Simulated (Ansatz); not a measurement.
# CH2F2Si (SMILES C=[Si](F)F): single points off equilibrium

An exercise on one series of results from a longer session: the logs are not shown, and one member is left open.

Program: Ansatz 0.2.0, Gaussian basis. Level of theory: single points in def2-TZVPP. These are calculated values, not measurements.

Cores are frozen in the correlated methods.

## The system as given

6 atoms, charge 0, spin multiplicity 1.

Atoms are counted from 1 here; the program's logs count them from 0.

Bond lengths: C1–Si2 1.797 Å, C1–H5 1.078 Å, C1–H6 1.207 Å, Si2–F3 1.690 Å, Si2–F4 1.641 Å. Angles: Si2–C1–H5 131.6°, Si2–C1–H6 112.5°, H5–C1–H6 115.9°, C1–Si2–F3 129.5°, C1–Si2–F4 134.4°, F3–Si2–F4 96.1°.

Geometry (Å):

```xyz
6

C    -0.2972    1.0375   -0.0010
Si    0.1993   -0.6891    0.0197
F     1.3353   -1.4683    0.9982
F    -0.1790   -2.0029   -0.8872
H    -0.0282    1.8669    0.6332
H    -1.0549    1.2900   -0.9064
```

The first run:

Contents of run/in.yaml:

```yaml
crystal:
  periodic: [false, false, false]
  atoms:
    - {symbol: C, position_ang: [-0.297200, 1.037500, -0.001000]}
    - {symbol: Si, position_ang: [0.199300, -0.689100, 0.019700]}
    - {symbol: F, position_ang: [1.335300, -1.468300, 0.998200]}
    - {symbol: F, position_ang: [-0.179000, -2.002900, -0.887200]}
    - {symbol: H, position_ang: [-0.028200, 1.866900, 0.633200]}
    - {symbol: H, position_ang: [-1.054900, 1.290000, -0.906400]}
basis:
  gaussian: {orbitals: def2-TZVPP}
correlation: {method: ccsd_t}
output: {forces: true}
```

No record of the launch command was kept for these runs.

Steps of the session up to this table: CCSD(T)/def2-TZVPP; PBE0-D4/def2-TZVPP; wB97M-V/def2-TZVPP; r2SCAN-D4/def2-TZVPP; PBE-D4/def2-TZVPP; wB97X-V/def2-TZVPP; SPW92/def2-TZVPP.

One of the session's tables, all rows but one given; the rest of the session is left out.

```
   method  RMS force component (eV/Å)  angle to CCSD(T) forces (°)  dipole (D)
  CCSD(T)                       1.535                    reference        1.26
  PBE0-D4                       1.564                          4.8        1.22
  wB97M-V                       1.550                          7.6        1.06
r2SCAN-D4                       1.522                          4.7        1.17
   PBE-D4                       1.367                         10.9        1.17
  wB97X-V                           ?                            ?           ?
    SPW92                       1.508                          8.1        1.27
```

Estimate the missing values for wB97X-V.

The run gave: RMS force component (eV/Å): 1.572; angle to CCSD(T) forces (°): 7.5; dipole (D): 1.05. In the column «RMS force component (eV/Å)» it is the highest.
